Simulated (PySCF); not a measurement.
# CH7FSeSi2: the cost of one run

Computed with PySCF 2.14.0 and routines of our own; the level stands in each step. Atoms count from 0.

## 1. The starting structure

12 atoms, charge 0, multiplicity 1; geometry from: GFN2-xTB.

## 2. Relaxing the molecule at PBE0-D3(BJ)/def2-SVP

What the job is given:

```
{"job": {"xc": "PBE0", "basis": "def2-SVP", "d3": "d3bj", "grid": 1, "maxiter": 30, "shake": 0.01, "kind": "geom"}, "charge": 0, "multiplicity": 1}
F     -0.643780    -1.625880    -0.102380
C     -1.343790    -0.778520     0.770120
Si    -1.215910     1.048100     0.182860
Se     0.999290     1.729950     0.260530
Si     2.114340    -0.116790    -0.551770
H     -0.898570    -0.936930     1.754360
H     -2.363390    -1.122000     0.791870
H     -1.693660     1.130460    -1.179270
H     -1.927800     1.887450     1.159090
H      3.450440     0.427940    -0.742980
H      2.088270    -1.137690     0.503220
H      1.474260    -0.534360    -1.766430
```

Launch:

```
$ OMP_NUM_THREADS=1 python heavy_run.py task.json out
```

The driver reads the jobs from task.json and runs them one after another.

Q: Estimate the wall time and peak memory of this first job on 1 thread of Arm Neoverse V2, shared host.

About 87 s, with a peak of 0.56 GiB.
